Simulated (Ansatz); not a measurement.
# ClGeH7Si2: one species, many methods

An exercise on one series of results from a longer session: the logs are not shown, and one member is left open.

Computed with Ansatz 0.2.0, Gaussian basis. Level: functionals in def2-TZVPP, the program's frozen cores in correlated methods.

Levels to be run: LDA (SPW92), PBE-D4, revPBE-D4, BLYP-D4, r2SCAN-D4, B97M-V, PBE0-D4, B3LYP-D4, r2SCANh-D4, r2SCAN0-D4, HSE06-D4, BHLYP-D4, CAM-B3LYP-D4, LC-ωPBE, ωB97X-V, ωB97M-V, B2PLYP, PBE-QIDH; CCSD(T)/def2-SVP; CCSD(T)/def2-TZVPP; MP2/def2-QZVPP; extrapolation to the limit; RPA on PBE.

**Structure used throughout**

The geometry comes from an earlier relaxation with PBE0-D4 in a triple-zeta def2 set; it is a stationary point, not always the lowest conformer.

SMILES `[SiH3][GeH]([SiH3])[Cl]`, 11 atoms, charge 0, spin multiplicity 1.

Atoms are counted from 1 here; the program's logs count them from 0.

Bond lengths: Si1–Ge2 2.383 Å, Si1–H5 1.485 Å, Si1–H6 1.488 Å, Si1–H7 1.485 Å, Ge2–Si3 2.383 Å, Ge2–Cl4 2.181 Å, Ge2–H8 1.541 Å, Si3–H9 1.485 Å, Si3–H10 1.485 Å, Si3–H11 1.488 Å. Angles: Ge2–Si1–H5 109.8°, Ge2–Si1–H6 109.3°, Ge2–Si1–H7 108.7°, H5–Si1–H6 109.7°, H5–Si1–H7 110.0°, H6–Si1–H7 109.4°, Si1–Ge2–Si3 115.6°, Si1–Ge2–Cl4 105.6°, Si1–Ge2–H8 111.9°, Si3–Ge2–Cl4 105.6°, Si3–Ge2–H8 111.9°, Cl4–Ge2–H8 105.3°, Ge2–Si3–H9 108.7°, Ge2–Si3–H10 109.8°, Ge2–Si3–H11 109.3°, H9–Si3–H10 110.0°, H9–Si3–H11 109.4°, H10–Si3–H11 109.7°.

The first run:

The input, in.yaml:

```yaml
crystal:
  periodic: [false, false, false]
  atoms:
    - {symbol: Si, position_ang: [-1.005812, 1.510802, -0.951123]}
    - {symbol: Ge, position_ang: [-0.629981, -0.598306, 0.092618]}
    - {symbol: Si, position_ang: [1.530526, -0.902205, 1.051233]}
    - {symbol: Cl, position_ang: [-0.775225, -2.076134, -1.504612]}
    - {symbol: H, position_ang: [-2.338066, 1.517256, -1.606074]}
    - {symbol: H, position_ang: [-0.948568, 2.584284, 0.077073]}
    - {symbol: H, position_ang: [0.057975, 1.738538, -1.961452]}
    - {symbol: H, position_ang: [-1.754695, -0.958682, 1.083212]}
    - {symbol: H, position_ang: [2.555272, -0.635676, 0.010490]}
    - {symbol: H, position_ang: [1.666486, -2.292555, 1.553567]}
    - {symbol: H, position_ang: [1.707584, 0.055578, 2.175567]}
basis:
  gaussian: {orbitals: def2-TZVPP}
hamiltonian: {xc: lda}
output: {orbitals: {seedname: orbitals}}
```

The run is started by

```sh
$ ansatz run in.yaml --threads 4 --pin off --events-out ev --progress --plain --max-ram 10444MiB
```

Steps of the session up to this table: LDA; PBE-D4 (GGA); revPBE-D4 (GGA); BLYP-D4 (GGA); r2SCAN-D4 (meta-GGA); B97M-V (meta-GGA); PBE0-D4 (hybrid); B3LYP-D4 (hybrid); r2SCANh-D4 (hybrid); r2SCAN0-D4 (hybrid); HSE06-D4 (hybrid); BHLYP-D4 (hybrid); CAM-B3LYP-D4 (range-separated); LC-ωPBE (range-separated); ωB97X-V (range-separated); ωB97M-V (range-separated); B2PLYP (double hybrid); PBE-QIDH (double hybrid).

One of the session's tables, all rows but one given; the rest of the session is left out.

It belongs to the step «Orbital energies across the functionals». 

| functional | HOMO (eV) | gap (eV) |
| --- | --- | --- |
| LDA (SPW92) | -6.76 | 4.76 |
| PBE-D4 | -6.66 | 4.89 |
| revPBE-D4 | -6.62 | 4.95 |
| BLYP-D4 | -6.50 | 4.88 |
| r2SCAN-D4 | -6.93 | 5.36 |
| B97M-V | -7.10 | 5.45 |
| PBE0-D4 | -7.78 | 6.84 |
| B3LYP-D4 | -7.56 | 6.44 |
| r2SCANh-D4 | -7.34 | 6.06 |
| r2SCAN0-D4 | ? | ? |
| HSE06-D4 | -7.39 | 6.08 |
| BHLYP-D4 | -8.75 | 8.77 |
| CAM-B3LYP-D4 | -8.99 | 9.14 |
| LC-ωPBE | -10.29 | 11.53 |
| ωB97X-V | -9.97 | 11.09 |
| ωB97M-V | -9.76 | 10.68 |

**Question.** Estimate the row for r2SCAN0-D4.

Worked estimate for «HOMO (eV)». Against the share of exact exchange, r2SCAN-D4 (0, -6.93), r2SCANh-D4 (0.1, -7.34) give a slope of -4.10 per unit share; at 0.25 the line stands at -7.95.

**Answer.** HOMO (eV): -7.95; gap (eV): 7.11. In «HOMO (eV)» the line misses by 0.00.
